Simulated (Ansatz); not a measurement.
**CH2BrFO2Si: one species, many methods**

The task here is to estimate one member of a computed series from the others.

Computed with Ansatz 0.2.0, Gaussian basis. Level: functionals in def2-TZVPP, the program's frozen cores in correlated methods.

The runs, in order: LDA (SPW92), PBE-D4, revPBE-D4, BLYP-D4, r2SCAN-D4, B97M-V, PBE0-D4, B3LYP-D4, r2SCANh-D4, r2SCAN0-D4, HSE06-D4, BHLYP-D4, CAM-B3LYP-D4, LC-ωPBE, ωB97X-V, ωB97M-V, B2PLYP, PBE-QIDH; CCSD(T)/def2-SVP; CCSD(T)/def2-TZVPP; MP2/def2-QZVPP; extrapolation to the limit; RPA on PBE.

### Structure used throughout

All runs share one geometry, relaxed beforehand with PBE0-D4 in a triple-zeta def2 set.

SMILES `O[Si@@]1(Br)O[C@H]1F`, 8 atoms, charge 0, spin multiplicity 1.

Atoms are counted from 1 here; the program's logs count them from 0.

Bond lengths: O1–Si2 1.617 Å, O1–H7 0.962 Å, Si2–Br3 2.173 Å, Si2–O4 1.648 Å, Si2–C5 1.804 Å, O4–C5 1.457 Å, C5–F6 1.360 Å, C5–H8 1.088 Å. Angles: Si2–O1–H7 116.5°, O1–Si2–Br3 107.3°, O1–Si2–O4 119.4°, O1–Si2–C5 125.0°, Br3–Si2–O4 118.4°, Br3–Si2–C5 125.2°, O4–Si2–C5 49.7°, Si2–O4–C5 70.8°, Si2–C5–O4 59.6°, Si2–C5–F6 120.2°, Si2–C5–H8 129.3°, O4–C5–F6 111.4°, O4–C5–H8 112.7°, F6–C5–H8 109.2°.

Set-up of the first run:

in.yaml reads:

```yaml
crystal:
  periodic: [false, false, false]
  atoms:
    - {symbol: O, position_ang: [0.872799, -0.369993, -1.674067]}
    - {symbol: Si, position_ang: [0.697609, -0.056765, -0.097859]}
    - {symbol: Br, position_ang: [2.644054, -0.318479, 0.832131]}
    - {symbol: O, position_ang: [-0.232004, 1.218533, 0.376187]}
    - {symbol: C, position_ang: [-0.878038, -0.022662, 0.780781]}
    - {symbol: F, position_ang: [-2.042843, -0.219788, 0.106195]}
    - {symbol: H, position_ang: [0.102154, -0.221734, -2.229770]}
    - {symbol: H, position_ang: [-1.071629, -0.066313, 1.850602]}
basis:
  gaussian: {orbitals: def2-TZVPP}
hamiltonian: {xc: lda}
output: {orbitals: {seedname: orbitals}}
```

Started as:

```
$ ansatz run in.yaml --threads 4 --pin off --events-out ev --progress --plain --max-ram 10444MiB
```

Steps of the session up to this table: LDA; PBE-D4 (GGA); revPBE-D4 (GGA); BLYP-D4 (GGA); r2SCAN-D4 (meta-GGA); B97M-V (meta-GGA); PBE0-D4 (hybrid); B3LYP-D4 (hybrid); r2SCANh-D4 (hybrid); r2SCAN0-D4 (hybrid); HSE06-D4 (hybrid); BHLYP-D4 (hybrid); CAM-B3LYP-D4 (range-separated); LC-ωPBE (range-separated); ωB97X-V (range-separated); ωB97M-V (range-separated); B2PLYP (double hybrid); PBE-QIDH (double hybrid).

One table of the session follows, with a row left open; its other results are not shown here.

It belongs to the step «Orbital energies across the functionals». 

| functional | HOMO (eV) | gap (eV) |
| --- | --- | --- |
| LDA (SPW92) | -6.55 | 4.79 |
| PBE-D4 | -6.35 | 4.85 |
| revPBE-D4 | -6.28 | 4.89 |
| BLYP-D4 | -6.26 | 4.83 |
| r2SCAN-D4 | -6.63 | 5.52 |
| B97M-V | -6.68 | 5.56 |
| PBE0-D4 | -7.78 | 7.21 |
| B3LYP-D4 | -7.57 | 6.71 |
| r2SCANh-D4 | -7.17 | 6.37 |
| r2SCAN0-D4 | -7.97 | 7.64 |
| HSE06-D4 | -7.37 | 6.43 |
| BHLYP-D4 | -9.14 | 9.51 |
| CAM-B3LYP-D4 | -9.21 | 9.65 |
| LC-ωPBE | -10.52 | 12.26 |
| ωB97X-V | -10.16 | 11.75 |
| ωB97M-V | ? | ? |

Estimate the missing values for ωB97M-V.

**Answer.** HOMO (eV): -10.03; gap (eV): 11.32. In the column «HOMO (eV)» it lies between ωB97X-V (-10.16) and CAM-B3LYP-D4 (-9.21).
